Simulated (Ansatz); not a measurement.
# CH3Ga (triplet): the correlation ladder, cc-pVTZ

An exercise on one series of results from a longer session: the logs are not shown, and one member is left open.

The runs use Ansatz 0.2.0, Gaussian basis; cc-pVTZ, core rule «outside noble gas», up to 15 orbitals frozen.

To be run: UHF; CCSD(T) on ROHF; CCSD(T) on UHF; BCCD(T) on ROHF; CCSDT(Q) on ROHF; CCSDT(Q) on UHF; CASSCF and NEVPT2, 10 electrons in 11 orbitals.

6 further runs of the same task are left out: 2 for a known fault of the program, 4 set aside as unsound or not needed.

### The system

The geometry is a PBE0/def2-TZVP stationary point (not a proven minimum) of the parent state, kept for this charge and spin. No spin-orbit coupling is included. The filled d shell of Ga may be among the frozen orbitals whatever the setting's name suggests; the logs give the count.

5 atoms, charge 0, spin multiplicity 3.

Atoms are counted from 1 here; the program's logs count them from 0.

Bond lengths: C1–Ga2 1.774 Å, C1–H3 1.083 Å, C1–H4 1.083 Å, Ga2–H5 1.531 Å. Angles: Ga2–C1–H3 121.4°, Ga2–C1–H4 121.4°, H3–C1–H4 117.2°, C1–Ga2–H5 180.0°.

The first run:

Contents of in.yaml:

```yaml
crystal:
  periodic: [false, false, false]
  atoms:
    - {symbol: C, position_ang: [0.000000, 0.000000, 1.485416]}
    - {symbol: Ga, position_ang: [0.000000, 0.000000, -0.288840]}
    - {symbol: H, position_ang: [0.000000, 0.924425, 2.049945]}
    - {symbol: H, position_ang: [0.000000, -0.924425, 2.049945]}
    - {symbol: H, position_ang: [0.000000, 0.000000, -1.820112]}
basis:
  gaussian: {orbitals: cc-pVTZ}
magnetization: {spin_polarized: true, initial_magnetization: 2}
hamiltonian: {xc: hf}
output: {orbitals: {seedname: orbitals}}
```

On the command line:

```sh
$ ansatz run in.yaml --threads 1 --pin off --events-out ev --progress --plain --max-ram 4096MiB --backend cpu
```

Among the steps run: UHF; CCSD(T) on ROHF; CCSD(T) on UHF; BCCD(T) on ROHF; CCSDT(Q) on ROHF; CCSDT(Q) on UHF; CASSCF and NEVPT2, 10 electrons in 11 orbitals.

One table of the session follows, with a row left open; its other results are not shown here.

| method | from UCCSDT(Q) (meV) |
| --- | --- |
| ROHF | +6805.0 |
| UHF | ? |
| RMP2 | +1016.6 |
| UMP2 | +1034.5 |
| RCCSD | +255.3 |
| UCCSD | +244.5 |
| RCCSD(T) | +40.0 |
| UCCSD(T) | +32.9 |
| BCCD(T) | +39.5 |
| RCCSDT | +16.2 |
| UCCSDT | +8.4 |
| RCCSDT(Q) | +7.9 |
| UCCSDT(Q) | 0 |
| CASSCF valence | +4261.1 |
| NEVPT2 valence | +1022.5 |

Q: Estimate the row for UHF from the others.

**Answer.** from UCCSDT(Q) (meV): +6628.8. In the column «from UCCSDT(Q) (meV)» it lies between CASSCF valence (+4261.1) and ROHF (+6805.0).

Among the levels timed on like hardware and quicker than the yardstick, those that no quicker one beats, quickest first: UCCSD(T) (15 s, +32.9 meV).

To keep in mind: Restricted and unrestricted rows rest on different reference determinants; where their highest levels disagree by more than a few hundredths of an eV, they describe different states and don't form one ladder.
